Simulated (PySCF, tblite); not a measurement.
# C35H54Si3: electronic excitations, NMR shifts, part 2 of 2

tblite 0.8.0 and PySCF 2.14.0. Atoms count from 0. Earlier steps stand in the parts before.

### Step 4. NMR shifts: GIAO KT3/pcSseg-1

Job settings and geometry (Å):

```
{"job": {"kind": "nmr", "xc": "KT3", "basis": "pcSseg-1", "pop": false}, "charge": 0, "multiplicity": 1}
C     -2.243497    -3.721276    -2.845435
C     -1.097114    -3.466511    -1.873980
C     -0.852845    -1.962951    -1.654668
C      0.437434    -1.755088    -0.851853
C      0.864175    -0.290404    -0.613093
C      0.835133     0.575480    -1.875787
C      1.771411     0.071216    -2.982484
C      1.710722     1.014700    -4.188438
C      3.194909    -0.070290    -2.507207
C      3.889602     1.003684    -1.964218
C      5.205791     0.867693    -1.567041
C      5.883759    -0.340838    -1.693884
Si     7.703913    -0.546035    -1.196545
C      8.410775     1.105003    -0.558505
C      8.684941    -1.087257    -2.743641
C      7.846465    -1.880359     0.162808
C      5.178559    -1.412760    -2.232652
C      3.862449    -1.282263    -2.631578
C      0.082077     0.317355     0.529727
C      0.409185    -0.058182     1.829575
C     -0.258580     0.467449     2.916696
C     -1.283187     1.397637     2.761226
Si    -2.146351     2.150678     4.274852
C     -0.890224     2.325036     5.703683
C     -2.820223     3.887797     3.863198
C     -3.587664     1.028347     4.834338
C     -1.612095     1.759134     1.459450
C     -0.943817     1.237795     0.366439
C     -2.066333    -1.349086    -1.008621
C     -2.438200    -1.660068     0.292926
C     -3.590645    -1.135902     0.844546
C     -4.426215    -0.290942     0.120561
Si    -6.044214     0.398019     0.832766
C     -5.781316     2.226461     1.319241
C     -7.400969     0.279207    -0.507499
C     -6.603412    -0.629243     2.339335
C     -4.042361     0.021144    -1.179970
C     -2.889241    -0.497772    -1.734798
H     -2.400116    -4.789278    -2.979929
H     -3.165955    -3.283183    -2.470909
H     -2.027167    -3.281623    -3.817225
H     -1.323471    -3.940173    -0.917028
H     -0.185310    -3.925095    -2.264909
H     -0.723901    -1.510674    -2.642804
H      0.336313    -2.238808     0.121613
H      1.248354    -2.263541    -1.379357
H      1.911477    -0.338339    -0.282876
H     -0.177708     0.625504    -2.276304
H      1.128405     1.590092    -1.595491
H      1.425883    -0.913524    -3.313356
H      2.357299     0.653649    -4.985466
H      2.035246     2.015833    -3.914424
H      0.693249     1.076070    -4.570291
H      3.398982     1.959465    -1.848139
H      5.720308     1.721765    -1.151938
H      8.353972     1.877096    -1.319886
H      7.874891     1.460256     0.316310
H      9.454867     0.997926    -0.280674
H      9.735987    -1.237367    -2.514952
H      8.621549    -0.337799    -3.527533
H      8.300896    -2.017713    -3.151087
H      7.285139    -1.605396     1.050930
H      7.464065    -2.836946    -0.180217
H      8.880046    -2.029765     0.460669
H      5.671197    -2.368266    -2.343753
H      3.345300    -2.134598    -3.052526
H      1.212403    -0.766285     1.988999
H      0.030028     0.159783     3.911388
H     -0.008731     2.876607     5.390603
H     -0.558258     1.358387     6.069207
H     -1.326277     2.855343     6.545022
H     -2.040131     4.532777     3.470417
H     -3.226086     4.365782     4.749840
H     -3.615200     3.849023     3.125539
H     -3.238434     0.031682     5.088145
H     -4.085324     1.435814     5.709681
H     -4.331569     0.925837     4.049866
H     -2.405402     2.471704     1.288940
H     -1.239599     1.559000    -0.619794
H     -1.823974    -2.322095     0.886012
H     -3.852425    -1.398573     1.858767
H     -6.688911     2.672071     1.716040
H     -5.007701     2.321289     2.075602
H     -5.473504     2.816492     0.460520
H     -7.154794     0.877088    -1.379349
H     -7.531929    -0.745716    -0.842265
H     -8.359335     0.628142    -0.134810
H     -7.557462    -0.277476     2.720585
H     -6.722476    -1.675876     2.074953
H     -5.889289    -0.576736     3.154862
H     -4.664015     0.674839    -1.774981
H     -2.628195    -0.247194    -2.755189
```

Level: GIAO KT3/pcSseg-1 NMR shielding, non-relativistic, gas phase.

Output:

```text
start: PBE on a coarse grid of 70909 points
cycle   1  E = -2231.2918197294  dE =  3.738e+00  |g| = 1.649e+00  |ddm| = 9.442e+00
cycle   2  E = -2230.4457120699  dE =  8.461e-01  |g| = 2.394e+00  |ddm| = 4.301e+00
cycle   3  E = -2232.0214299068  dE = -1.576e+00  |g| = 1.757e-01  |ddm| = 2.919e+00
cycle   4  E = -2232.0241287276  dE = -2.699e-03  |g| = 1.415e-01  |ddm| = 4.173e-01
cycle   5  E = -2232.0295903837  dE = -5.462e-03  |g| = 3.011e-02  |ddm| = 1.860e-01
cycle   6  E = -2232.0297794403  dE = -1.891e-04  |g| = 1.576e-02  |ddm| = 4.865e-02
cycle   7  E = -2232.0298391386  dE = -5.970e-05  |g| = 3.628e-03  |ddm| = 1.924e-02
final grid: 620460 points
cycle   8  E = -2264.1445948722  dE = -1.047e-01  |g| = 2.111e-01  |ddm| = 1.464e+00
cycle   9  E = -2264.1462899042  dE = -1.695e-03  |g| = 1.036e-01  |ddm| = 2.275e-01
cycle  10  E = -2264.1462926004  dE = -2.696e-06  |g| = 5.697e-02  |ddm| = 1.339e-01
cycle  11  E = -2264.1472365395  dE = -9.439e-04  |g| = 8.116e-03  |ddm| = 7.228e-02
cycle  12  E = -2264.1472531722  dE = -1.663e-05  |g| = 2.540e-03  |ddm| = 1.389e-02
cycle  13  E = -2264.1472531011  dE =  7.107e-08  |g| = 1.792e-03  |ddm| = 5.130e-03
cycle  14  E = -2264.1472551818  dE = -2.081e-06  |g| = 2.519e-04  |ddm| = 2.310e-03
cycle  15  E = -2264.1472549414  dE =  2.403e-07  |g| = 1.106e-04  |ddm| = 5.395e-04
cycle  16  E = -2264.1472553146  dE = -3.731e-07  |g| = 4.161e-05  |ddm| = 1.941e-04
converged SCF energy = -2264.1472553146

GIAO shielding tensors (ppm)
atom      isotropic    diamagn.    paramagn.     s11        s22        s33       span
  0 C      169.439     249.048     -79.610    156.715    168.649    182.952     26.237
  1 C      146.419     253.632    -107.213    133.309    138.853    167.095     33.786
  2 C      136.371     259.380    -123.009    128.449    134.368    146.296     17.847
  3 C      141.938     264.878    -122.939    126.787    139.877    159.150     32.363
  4 C      140.511     264.503    -123.992    130.508    138.464    152.561     22.052
  5 C      145.191     264.710    -119.519    128.785    140.009    166.779     37.994
  6 C      141.383     255.608    -114.225    131.819    134.987    157.341     25.522
  7 C      157.188     251.808     -94.620    141.475    147.859    182.230     40.755
  8 C       44.519     269.908    -225.390    -36.945      0.787    169.715    206.660
  9 C       66.959     261.748    -194.789    -32.144     56.362    176.659    208.803
 10 C       57.978     263.015    -205.037    -46.720     51.510    169.145    215.866
 11 C       54.291     264.972    -210.681    -23.008      1.315    184.565    207.573
 12 Si     368.133     888.508    -520.375    358.980    359.824    385.594     26.614
 13 C      187.506     253.217     -65.712    184.605    187.315    190.597      5.992
 14 C      183.673     245.962     -62.289    178.468    182.503    190.047     11.579
 15 C      184.201     254.743     -70.542    178.997    183.612    189.993     10.996
 16 C       57.438     263.556    -206.117    -46.684     50.805    168.193    214.877
 17 C       61.911     258.316    -196.406    -35.531     67.635    153.628    189.159
 18 C       43.291     275.659    -232.368    -37.497     -2.728    170.097    207.594
 19 C       63.123     265.106    -201.984    -31.239     60.612    159.996    191.234
 20 C       59.080     268.121    -209.041    -44.923     53.559    168.605    213.528
 21 C       58.436     273.404    -214.969    -17.401      7.481    185.227    202.628
 22 Si     368.796     892.650    -523.854    355.672    367.172    383.544     27.872
 23 C      185.688     255.947     -70.259    179.606    185.355    192.104     12.498
 24 C      185.856     256.912     -71.056    183.015    184.543    190.009      6.994
 25 C      182.084     257.152     -75.068    178.619    180.604    187.028      8.409
 26 C       58.810     270.105    -211.294    -46.616     50.487    172.560    219.175
 27 C       65.113     268.888    -203.776    -34.445     50.641    179.142    213.587
 28 C       46.496     273.610    -227.114    -39.371      5.824    173.035    212.406
 29 C       65.441     264.316    -198.875    -34.684     50.102    180.907    215.591
 30 C       57.879     265.205    -207.326    -48.032     48.150    173.520    221.552
 31 C       55.393     269.237    -213.844    -21.253      1.634    185.799    207.053
 32 Si     368.342     890.054    -521.712    356.751    363.062    385.213     28.462
 33 C      181.950     258.503     -76.553    178.618    180.723    186.508      7.891
 34 C      184.947     250.762     -65.815    179.118    184.215    191.509     12.391
 35 C      186.745     253.941     -67.195    184.208    185.840    190.188      5.980
 36 C       58.869     265.070    -206.201    -45.080     52.509    169.177    214.257
 37 C       59.753     262.120    -202.367    -39.745     64.884    154.120    193.865
 38 H       30.905      26.761       4.143     25.882     27.302     39.530     13.648
 39 H       31.129      34.250      -3.121     24.461     33.649     35.278     10.817
 40 H       31.180      33.138      -1.958     27.285     29.455     36.801      9.516
 41 H       30.478      38.833      -8.354     26.454     30.759     34.223      7.769
 42 H       30.144      37.644      -7.500     24.876     29.978     35.579     10.703
 43 H       29.358      48.856     -19.498     26.708     29.267     32.100      5.392
 44 H       29.710      48.532     -18.822     27.759     28.824     32.546      4.788
 45 H       29.512      48.799     -19.287     24.111     30.224     34.200     10.089
 46 H       29.302      51.271     -21.969     21.985     29.277     36.645     14.661
 47 H       29.201      50.267     -21.066     24.327     28.672     34.604     10.277
 48 H       29.956      48.419     -18.462     24.940     31.598     33.330      8.390
 49 H       29.024      45.603     -16.579     26.264     29.355     31.453      5.190
 50 H       30.325      32.054      -1.729     25.760     28.501     36.714     10.954
 51 H       30.524      36.363      -5.838     26.926     29.280     35.368      8.442
 52 H       30.266      36.294      -6.027     25.355     28.713     36.732     11.377
 53 H       24.616      44.327     -19.710     20.742     21.563     31.545     10.803
 54 H       24.451      44.675     -20.224     19.275     22.832     31.245     11.970
 55 H       31.436      30.102       1.335     27.294     29.451     37.564     10.270
 56 H       31.402      39.025      -7.623     27.007     29.698     37.501     10.494
 57 H       31.594      20.950      10.643     26.983     28.978     38.819     11.836
 58 H       31.611      16.628      14.984     27.191     28.571     39.071     11.879
 59 H       31.637      26.197       5.439     27.700     29.714     37.495      9.796
 60 H       31.390      28.988       2.402     26.418     30.398     37.355     10.937
 61 H       31.576      41.937     -10.361     27.560     29.715     37.453      9.893
 62 H       31.359      36.476      -5.117     26.911     29.958     37.208     10.298
 63 H       31.592      23.324       8.268     27.182     28.585     39.009     11.827
 64 H       24.336      40.822     -16.486     19.869     22.745     30.396     10.527
 65 H       24.477      42.492     -18.015     20.981     22.366     30.083      9.102
 66 H       25.019      48.642     -23.623     20.056     24.060     30.940     10.884
 67 H       24.708      46.565     -21.858     19.396     24.145     30.582     11.186
 68 H       31.755      37.175      -5.420     27.451     29.889     37.925     10.474
 69 H       31.382      36.024      -4.643     26.694     30.003     37.448     10.754
 70 H       31.729      26.431       5.298     26.795     29.243     39.148     12.352
 71 H       31.704      37.631      -5.927     27.839     29.473     37.800      9.961
 72 H       31.704      26.021       5.683     27.278     28.770     39.066     11.788
 73 H       31.233      36.700      -5.466     25.724     29.960     38.016     12.291
 74 H       31.532      38.320      -6.788     28.729     29.367     36.501      7.772
 75 H       31.590      25.175       6.415     27.248     28.804     38.718     11.470
 76 H       31.271      38.814      -7.543     25.728     28.455     39.630     13.902
 77 H       25.263      52.097     -26.834     21.918     23.297     30.574      8.656
 78 H       25.739      52.689     -26.949     20.114     26.238     30.866     10.752
 79 H       25.531      46.991     -21.460     20.992     25.277     30.323      9.331
 80 H       25.159      47.453     -22.294     22.086     23.165     30.225      8.140
 81 H       31.498      25.251       6.247     27.210     28.683     38.603     11.393
 82 H       31.086      42.600     -11.514     25.724     27.965     39.569     13.845
 83 H       31.375      40.005      -8.630     28.478     29.410     36.238      7.760
 84 H       31.314      32.695      -1.381     26.233     30.382     37.329     11.096
 85 H       31.715      29.352       2.364     27.671     29.545     37.929     10.258
 86 H       31.648      21.667       9.981     26.855     28.966     39.125     12.270
 87 H       31.638      22.448       9.189     27.381     28.609     38.923     11.542
 88 H       31.656      31.150       0.506     27.769     29.195     38.003     10.234
 89 H       31.205      36.252      -5.046     25.833     29.790     37.992     12.159
 90 H       24.507      43.528     -19.021     19.455     23.731     30.334     10.879
 91 H       24.623      45.569     -20.946     21.679     22.650     29.539      7.860
```

Wall time 2.7 min (4 threads of Arm Neoverse N1, shared host); peak memory 2.5 GiB.

Shifts follow as δ = σ(reference) − σ, with reference shieldings (ppm) from runs at the same level and on the same kind of geometry: $^{1}$H TMS 31.76, $^{13}$C TMS 184.7, $^{29}$Si TMS 361.7. The references are single molecules in the gas phase. Atoms listed in one row are averaged.

```tsv
atoms	environment	σ (ppm)	δ (ppm)
C18	substituted aromatic carbon	43.3	141.4
C8	substituted aromatic carbon	44.5	140.2
C28	substituted aromatic carbon	46.5	138.2
C11	substituted aromatic carbon	54.3	130.4
C31	substituted aromatic carbon	55.4	129.3
C10, C16	aromatic CH	57.7	127.0
C30, C36	aromatic CH	58.4	126.3
C21	substituted aromatic carbon	58.4	126.3
C20, C26	aromatic CH	58.9	125.8
C29, C37	aromatic CH	62.6	122.1
C19, C27	aromatic CH	64.1	120.6
C9, C17	aromatic CH	64.4	120.3
C2	sp3 CH on an aromatic ring	136.4	48.4
C4	sp3 CH on an aromatic ring	140.5	44.2
C6	sp3 CH on an aromatic ring	141.4	43.3
C3	sp3 CH2	141.9	42.8
C5	sp3 CH2	145.2	39.5
C1	sp3 CH2	146.4	38.3
C7	methyl carbon	157.2	27.5
C0	methyl carbon	169.4	15.3
C23, C24, C25	methyl carbon bonded to Si	184.5	0.2
C33, C34, C35	methyl carbon bonded to Si	184.5	0.2
C13, C14, C15	methyl carbon bonded to Si	185.1	-0.4
H54, H64	hydrogen on an aromatic CH	24.39	7.37
H53, H65	hydrogen on an aromatic CH	24.55	7.21
H80, H90	hydrogen on an aromatic CH	24.83	6.93
H67, H77	hydrogen on an aromatic CH	24.99	6.77
H79, H91	hydrogen on an aromatic CH	25.08	6.68
H66, H78	hydrogen on an aromatic CH	25.38	6.38
H49	hydrogen on an sp3 CH on an aromatic ring	29.02	2.74
H47	hydrogen on an sp3 CH2	29.20	2.56
H46	hydrogen on an sp3 CH on an aromatic ring	29.30	2.46
H43	hydrogen on an sp3 CH on an aromatic ring	29.36	2.40
H45	hydrogen on an sp3 CH2	29.51	2.25
H44	hydrogen on an sp3 CH2	29.71	2.05
H48	hydrogen on an sp3 CH2	29.96	1.80
H42	hydrogen on an sp3 CH2	30.14	1.62
H50, H51, H52	hydrogen on a methyl carbon	30.37	1.39
H41	hydrogen on an sp3 CH2	30.48	1.28
H38, H39, H40	hydrogen on a methyl carbon	31.07	0.69
```

Ring of atoms C8, C9, C10, C11, C16, C17: NICS(0) -7.7, NICS(1) -10.4, NICS(1)zz -26.3 ppm (means of both faces).

Ring of atoms C18, C19, C20, C21, C26, C27: NICS(0) -9.1, NICS(1) -11.8, NICS(1)zz -29.2 ppm (means of both faces).

Ring of atoms C28, C29, C30, C31, C36, C37: NICS(0) -8.7, NICS(1) -11.4, NICS(1)zz -30.3 ppm (means of both faces).

### Step 5. What came out

What follows sums up all 2 parts.

```
                                                                   quantity                                                                                                        value
                                               lowest singlet (PBE0/6-31G*)                                                                                  5.32 eV (233 nm), f = 0.017
                                   brightest single state of those computed                                                                                  state 6, 5.74 eV, f = 0.095
                                                             lowest triplet                                                                                                      3.98 eV
$^{13}$C shifts against TMS (KT3/pcSseg-1, means over atoms taken as alike)  141.4, 140.2, 138.2, 130.4, 129.3, 127.0, 126.3, 126.3, 125.8, 122.1, 120.6, 120.3, 48.4, 44.2 ppm and more
 $^{1}$H shifts against TMS (KT3/pcSseg-1, means over atoms taken as alike)              7.37, 7.21, 6.93, 6.77, 6.68, 6.38, 2.74, 2.56, 2.46, 2.40, 2.25, 2.05, 1.80, 1.62 ppm and more
                                $^{29}$Si shifts against TMS (KT3/pcSseg-1)                                                                                         -6.5, -6.7, -7.1 ppm
```

In words: The first singlet state (HOMO→LUMO+2 0.24, HOMO→LUMO+4 0.20) lies at 5.32 eV and is weak; of the 6 states computed, the strongest absorption comes from state 6 at 5.74 eV (the last computed, so partners may be missing). The lowest triplet lies 1.34 eV below the lowest singlet. NICS(1)zz of -26 ppm above the planar ring from C8 marks a diatropic (aromatic) ring current. NICS(1)zz of -29 ppm above the planar ring from C18 marks a diatropic (aromatic) ring current. NICS(1)zz of -30 ppm above the planar ring from C28 marks a diatropic (aromatic) ring current.
